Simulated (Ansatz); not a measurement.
# TiSi2 in Ansatz: the effect of exact exchange

Crystal: TiSi2.

```
CELL_PARAMETERS angstrom
4.37464 0.00000 0.00000
-2.18732 3.78855 0.00000
0.00000 0.00000 2.56101
ATOMIC_POSITIONS crystal
Ti 0.00000 0.00000 0.00000
Si 0.33333 0.66667 0.50000
Si 0.66667 0.33333 0.50000
```

The cell was built by a generator and needn't be a form met in nature.

Alike in all runs:

```yaml
Program: Ansatz 0.2.0
Task: single point
Functional: HSE06 form with a typed share of exact exchange
Potentials_or_basis: Ansatz PAW
Cutoff: "420 eV (not typed: the program's choice for these potentials)"
k_mesh: 4 × 4 × 5
Occupations: fermi-dirac, width 0.05 eV
Spin: no spin polarisation
```

| exact exchange | pressure (GPa) |
| --- | --- |
| 0.05 | -0.2 |
| 0.1 | -0.9 |
| 0.15 | -1.4 |
| 0.2 | -1.9 |
| 0.25 | -2.3 |
| 0.3 | -2.7 |
| 0.4 | -3.6 |
| 0.5 | ? |

Task: What does the run with exact exchange 0.5 give?

Result: Pressure -4.6 GPa.

Worked out: A parabola through the other rows of the pressure, of slope -5.98 GPa per unit of exact exchange there, extrapolates to -4.2 GPa, against the run's -4.6. The fit is too stiff a form for this range.

Caveats: all runs use coarse meshes; the PAW data sets come from PBE, with cores solved anew for the run's functional, which leaves a small shift of forces and pressure; the thresholds are loose for stress.
